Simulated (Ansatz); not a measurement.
# MnF2: the cost of one run

Program: the Python package of Ansatz 0.2.0. Level of theory: DFT PBEsol+D3(BJ), plane waves, PAW. These are calculated values, not measurements.

## 1. The structure

It takes space group P4_2/mnm (No. 136, tetragonal). The conventional cell has a = 4.874 Å, b = 4.874 Å, c = 3.311 Å, α = 90.00°, β = 90.00°, γ = 90.00°. Mn (site symmetry mmm) is surrounded by 6 F at 2.10 to 2.13 Å. F (site symmetry m2m) has 3 Mn at 2.10 to 2.13 Å as nearest neighbours.

No structure file is read: the coordinates are typed or built in the script.

## 2. The code

jij_mnf2.py reads:

```python
"""Heisenberg exchange couplings of MnF2."""

import logging
import sys
import warnings

import ansatz as az
import numpy as np

logging.basicConfig(stream=sys.stdout, format="%(name)s: %(message)s")
log = logging.getLogger("ansatz_job")
log.setLevel(logging.INFO)


def main() -> None:
    warnings.simplefilter("ignore", az.DeckWarning)

    system = (
        az.Lattice.of((4.8738, 0.0, 0.0), (0.0, 4.8738, 0.0), (0.0, 0.0, 3.3107))
        .atom("Mn", (0.0, 0.0, 0.0))
        .atom("Mn", (0.5, 0.5, 0.5))
        .atom("F", (0.3053, 0.3053, 0.0))
        .atom("F", (0.1947, 0.8053, 0.5))
        .atom("F", (0.6947, 0.6947, 0.0))
        .atom("F", (0.8053, 0.1947, 0.5))
        .moments(Mn=4)
    )

    calculation = (
        system.calculation()
        .basis(420, xc_grid=2)
        .functional("pbesol", dispersion="d3bj")
        .spin("collinear")
        .kpoints(3, 3, 5, center="gamma")
        .mixing("broyden")
        .scf(max_iterations=200)
        .occupations("fermi_dirac", width=0.1)
        .eigenstates(nscf_kmesh=(5, 5, 7))
        .exchange_couplings(magnetic=["Mn"])
    )
    couplings = calculation.run().exchange_couplings().to_plain()
    for atom in couplings["atoms"]:
        print(atom["site"]["symbol"], atom["role"], "moment", round(atom["moment_mub"], 3), "muB")
    shells = {}
    for pair in couplings["pairs"]:
        key = (pair["site"], pair["partner"], round(float(np.linalg.norm(pair["displacement_ang"])), 2))
        shells.setdefault(key, []).append(1000 * pair["coupling_ev"])
    log.info("site partner distance (A)  count  mean J (meV)")
    for (i, j, d), values in sorted(shells.items(), key=lambda item: item[0][2])[:10]:
        log.info(f"{i:4d} {j:7d} {d:12.2f} {len(values):6d} {np.mean(values):13.3f}")
    print("mean-field order:", couplings["mean_field_order"])


if __name__ == "__main__":
    main()
```

## 3. What the engine is handed

The package turns the script's settings into the engine's input:

```yaml
crystal:
  lattice:
    - [4.8738, 0.0, 0.0]
    - [0.0, 4.8738, 0.0]
    - [0.0, 0.0, 3.3107]
  atoms:
    - { symbol: Mn, position: [0.0, 0.0, 0.0] }
    - { symbol: Mn, position: [0.5, 0.5, 0.5] }
    - { symbol: F, position: [0.3053, 0.3053, 0.0] }
    - { symbol: F, position: [0.1947, 0.8053, 0.5] }
    - { symbol: F, position: [0.6947, 0.6947, 0.0] }
    - { symbol: F, position: [0.8053, 0.1947, 0.5] }
basis:
  ecutwfc: 420.0
  xc_grid: 2
kpoints:
  mp_grid:
    grid: [3, 3, 5]
    shift: [0.0, 0.0, 0.0]
hamiltonian:
  xc: pbesol
  dispersion: d3bj
magnetization:
  spin_polarized: true
  per_species:
    Mn: 4.0
scf:
  max_iter: 200
  mixing:
    algorithm: broyden
  occupations:
    method: fermi_dirac
    width: 0.1
output:
  eigenstates:
    nscf_kmesh:
      grid: [5, 5, 7]
    exchange_couplings:
      magnetic:
        - { species: Mn }
```

## 4. The run

Command:

```console
python jij_mnf2.py
```

What time and memory should one allow on 1 thread of Arm Neoverse V1, shared host?

About 1.9 min, with a peak of 0.9 GiB.
